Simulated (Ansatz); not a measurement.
# C2H8AlBOSi: the cost of one run

Program: Ansatz 0.2.0. Level of theory: RKS PBE-D4/STO-3G. These are calculated values, not measurements.

### Step 1. The structure to begin with

Bond lengths: C1–Si2 1.864 Å, Si2–C3 1.890 Å, C3–B4 1.516 Å, B4–O5 1.505 Å, C3–Al6 1.906 Å, O5–Al6 1.831 Å, C1–H7 1.133 Å, C1–H8 1.113 Å, C1–H9 1.037 Å, Si2–H10 1.450 Å, Si2–H11 1.481 Å, C3–H12 1.144 Å, B4–H13 1.230 Å, Al6–H14 1.618 Å. Angles (14 of 25 angles, heavy atoms first): C1–Si2–C3 113.6°, Si2–C3–B4 113.3°, Si2–C3–Al6 112.8°, B4–C3–Al6 96.3°, C3–B4–O5 90.9°, B4–O5–Al6 99.9°, C3–Al6–O5 70.3°, C1–Si2–H10 108.5°, C1–Si2–H11 107.2°, C3–Si2–H10 108.9°, C3–Si2–H11 109.6°, Si2–C1–H7 106.9°, Si2–C1–H8 107.0°, Si2–C1–H9 112.7°.

Coordinates:

```xyz
14

C    -0.2358   -1.8085    0.2597
Si    1.0791   -0.5647   -0.1875
C     0.4291    1.2047   -0.3262
B    -0.7731    1.3310   -1.2414
O    -1.5140    2.1229   -0.1979
Al   -0.4523    1.7947    1.2575
H    -1.0518   -1.7191   -0.5210
H    -0.6756   -1.4836    1.2293
H     0.1354   -2.7739    0.3332
H     1.6656   -0.9516   -1.4559
H     2.1194   -0.6305    0.8645
H     1.2817    1.9102   -0.6147
H    -1.3314    0.5512   -2.0110
H    -0.6892    0.9881    2.6401
```

### Step 2. Relaxing end A

Contents of input.yaml:

```yaml
crystal:
  periodic: [false, false, false]
  atoms:
    - { symbol: C, position_ang: [-0.2358, -1.8085, 0.2597] }
    - { symbol: Si, position_ang: [1.0791, -0.5647, -0.1875] }
    - { symbol: C, position_ang: [0.4291, 1.2047, -0.3262] }
    - { symbol: B, position_ang: [-0.7731, 1.331, -1.2414] }
    - { symbol: O, position_ang: [-1.514, 2.1229, -0.1979] }
    - { symbol: Al, position_ang: [-0.4523, 1.7947, 1.2575] }
    - { symbol: H, position_ang: [-1.0518, -1.7191, -0.521] }
    - { symbol: H, position_ang: [-0.6756, -1.4836, 1.2293] }
    - { symbol: H, position_ang: [0.1354, -2.7739, 0.3332] }
    - { symbol: H, position_ang: [1.6656, -0.9516, -1.4559] }
    - { symbol: H, position_ang: [2.1194, -0.6305, 0.8645] }
    - { symbol: H, position_ang: [1.2817, 1.9102, -0.6147] }
    - { symbol: H, position_ang: [-1.3314, 0.5512, -2.011] }
    - { symbol: H, position_ang: [-0.6892, 0.9881, 2.6401] }
basis:
  gaussian: { orbitals: STO-3G }
hamiltonian:
  xc: pbe
  dispersion: d4
relax:
  f_tol: 0.015
  max_steps: 40
```

Run with:

```
> ansatz run input.yaml --threads 1 --pin off --max-ram 2048MiB --backend cpu --events-out ev --progress --plain --runs-dir out
```

What time and memory should one allow on 1 thread of Arm Neoverse V1, shared host?

About 80 s, with a peak of 0.18 GiB.
